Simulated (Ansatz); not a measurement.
# C₂H₉NOSi₂: a ladder of functionals and wavefunction methods

The task here is to estimate one member of a computed series from the others.

Method: functionals in def2-TZVPP, the program's frozen cores in correlated methods; program: Ansatz 0.2.0, Gaussian basis.

Plan: PBE-D4, r2SCAN-D4, PBE0-D4, B3LYP-D4, ωB97X-V, ωB97M-V, B2PLYP; CCSD(T)/def2-TZVPP; MP2/def2-QZVPP; extrapolation to the limit.

### Structure used throughout

The geometry comes from an earlier relaxation with PBE0-D4 in a triple-zeta def2 set; it is a stationary point, not always the lowest conformer.

SMILES `C=C[SiH2]N[SiH2]O`, 15 atoms, charge 0, spin multiplicity 1.

Atoms are counted from 1 here; the program's logs count them from 0.

Bond lengths: C1–C2 1.331 Å, C1–H7 1.088 Å, C1–H8 1.086 Å, C2–Si3 1.867 Å, C2–H9 1.090 Å, Si3–N4 1.726 Å, Si3–H10 1.487 Å, Si3–H11 1.488 Å, N4–Si5 1.723 Å, N4–H12 1.009 Å, Si5–O6 1.643 Å, Si5–H13 1.490 Å, Si5–H14 1.482 Å, O6–H15 0.961 Å. Angles: C2–C1–H7 121.3°, C2–C1–H8 122.5°, H7–C1–H8 116.2°, C1–C2–Si3 123.3°, C1–C2–H9 118.0°, Si3–C2–H9 118.8°, C2–Si3–N4 111.2°, C2–Si3–H10 108.3°, C2–Si3–H11 109.4°, N4–Si3–H10 110.0°, N4–Si3–H11 108.8°, H10–Si3–H11 109.0°, Si3–N4–Si5 125.7°, Si3–N4–H12 117.0°, Si5–N4–H12 117.0°, N4–Si5–O6 109.1°, N4–Si5–H13 106.7°, N4–Si5–H14 114.1° and more.

Set-up of the first run:

in.yaml

```yaml
crystal:
  periodic: [false, false, false]
  atoms:
    - {symbol: C, position_ang: [-0.740746, -1.856783, -0.734879]}
    - {symbol: C, position_ang: [-1.263369, -0.711970, -1.168714]}
    - {symbol: Si, position_ang: [-0.351102, 0.915770, -1.113228]}
    - {symbol: N, position_ang: [1.079546, 0.798011, -0.154310]}
    - {symbol: Si, position_ang: [1.138406, 0.778698, 1.567693]}
    - {symbol: O, position_ang: [-0.250779, 0.119731, 2.145652]}
    - {symbol: H, position_ang: [0.267038, -1.899137, -0.326890]}
    - {symbol: H, position_ang: [-1.279775, -2.798943, -0.780172]}
    - {symbol: H, position_ang: [-2.271467, -0.734592, -1.582610]}
    - {symbol: H, position_ang: [-1.262572, 1.942519, -0.543410]}
    - {symbol: H, position_ang: [0.028585, 1.317173, -2.494992]}
    - {symbol: H, position_ang: [1.947629, 0.644416, -0.644693]}
    - {symbol: H, position_ang: [2.364666, 0.022249, 1.946270]}
    - {symbol: H, position_ang: [1.177537, 2.124166, 2.187968]}
    - {symbol: H, position_ang: [-0.583588, -0.661319, 1.696304]}
basis:
  gaussian: {orbitals: def2-TZVPP}
hamiltonian: {xc: pbe, dispersion: d4}
output: {forces: true, orbitals: {seedname: orbitals}}
```

Run with:

```sh
$ ansatz run in.yaml --threads 2 --pin off --events-out ev --progress --plain --max-ram 32768MiB --backend cuda --devices 0, --max-vram 18GiB
```

Steps of the session up to this table: PBE-D4 (GGA); r2SCAN-D4 (meta-GGA); PBE0-D4 (hybrid); B3LYP-D4 (hybrid); ωB97X-V (range-separated); ωB97M-V (range-separated); B2PLYP (double hybrid); CCSD(T) in def2-TZVPP; MP2 in def2-QZVPP.

One of the session's tables, all rows but one given; the rest of the session is left out.

It belongs to the step «Atomisation energies». 

```
            method  atomisation energy (kJ/mol)
            PBE-D4                       5635.4
         r2SCAN-D4                       5578.7
           PBE0-D4                       5556.5
          B3LYP-D4                       5591.5
           ωB97X-V                       5607.6
           ωB97M-V                       5606.2
            B2PLYP                       5524.4
     HF/def2-TZVPP                       4086.7
    MP2/def2-TZVPP                       5507.8
   CCSD/def2-TZVPP                            ?
CCSD(T)/def2-TZVPP                       5441.0
           MP2/CBS                       5665.3
       CCSD(T)/CBS                       5598.5
```

**Question.** Estimate the row for CCSD/def2-TZVPP.

**Answer.** atomisation energy (kJ/mol): 5365.3. In the column «atomisation energy (kJ/mol)» it lies between HF/def2-TZVPP (4086.7) and CCSD(T)/def2-TZVPP (5441.0).
